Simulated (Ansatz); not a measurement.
# CH₄FNOSi: basis-set convergence

One table from this session's results is given with a row withheld; the runs are named, their logs left out.

The runs use Ansatz 0.2.0, Gaussian basis; one geometry, several basis sets.

The runs, in order: PBE0-D4/def2-SVP; ωB97M-V/def2-SVP; PBE0-D4/def2-QZVPP; ωB97M-V/def2-QZVPP; the functionals' def2-TZVPP values are taken from earlier runs.

## The relaxed structure

The geometry comes from an earlier relaxation with PBE0-D4 in a triple-zeta def2 set; it is a stationary point, not always the lowest conformer.

SMILES `O/C(F)=N/[SiH3]`, 9 atoms, charge 0, spin multiplicity 1.

Atoms are counted from 1 here; the program's logs count them from 0.

Bond lengths: O1–C2 1.325 Å, O1–H6 0.965 Å, C2–F3 1.329 Å, C2–N4 1.240 Å, N4–Si5 1.727 Å, Si5–H7 1.484 Å, Si5–H8 1.484 Å, Si5–H9 1.487 Å. Angles: C2–O1–H6 106.5°, O1–C2–F3 107.4°, O1–C2–N4 126.6°, F3–C2–N4 126.0°, C2–N4–Si5 130.8°, N4–Si5–H7 107.8°, N4–Si5–H8 107.8°, N4–Si5–H9 113.6°, H7–Si5–H8 109.1°, H7–Si5–H9 109.2°, H8–Si5–H9 109.2°.

Set-up of the first run:

Contents of in.yaml:

```yaml
crystal:
  periodic: [false, false, false]
  atoms:
    - {symbol: O, position_ang: [-1.699013, 1.438153, 1.020917]}
    - {symbol: C, position_ang: [-0.711861, 0.588319, 0.776762]}
    - {symbol: F, position_ang: [-0.268486, 0.147383, 1.949274]}
    - {symbol: N, position_ang: [-0.276710, 0.260208, -0.337522]}
    - {symbol: Si, position_ang: [0.991867, -0.825921, -0.777312]}
    - {symbol: H, position_ang: [-2.010476, 1.749508, 0.162008]}
    - {symbol: H, position_ang: [1.996273, -0.059029, -1.555110]}
    - {symbol: H, position_ang: [0.407018, -1.879169, -1.643603]}
    - {symbol: H, position_ang: [1.659789, -1.465850, 0.387487]}
basis:
  gaussian: {orbitals: def2-SVP}
hamiltonian: {xc: pbe0, dispersion: d4}
output: {orbitals: {seedname: orbitals}}
```

Launch:

```
ansatz run in.yaml --threads 2 --pin off --events-out ev --progress --plain --max-ram 4352MiB
```

Steps of the session up to this table: PBE0-D4 in def2-SVP; ωB97M-V in def2-SVP; PBE0-D4 in def2-QZVPP; ωB97M-V in def2-QZVPP.

One of the session's tables, all rows but one given; the rest of the session is left out.

```
functional       basis  HOMO (eV)  LUMO (eV)
   PBE0-D4    def2-SVP      -8.10       0.37
   PBE0-D4  def2-TZVPP      -8.24       0.19
   PBE0-D4  def2-QZVPP      -8.27       0.09
   ωB97M-V    def2-SVP     -10.39       2.64
   ωB97M-V  def2-TZVPP          ?          ?
   ωB97M-V  def2-QZVPP     -10.60       1.33
```

Estimate the missing values for ωB97M-V, def2-TZVPP.

As computed: HOMO (eV): -10.57; LUMO (eV): 1.92. In the column «HOMO (eV)» it lies between ωB97M-V, def2-QZVPP (-10.60) and ωB97M-V, def2-SVP (-10.39).
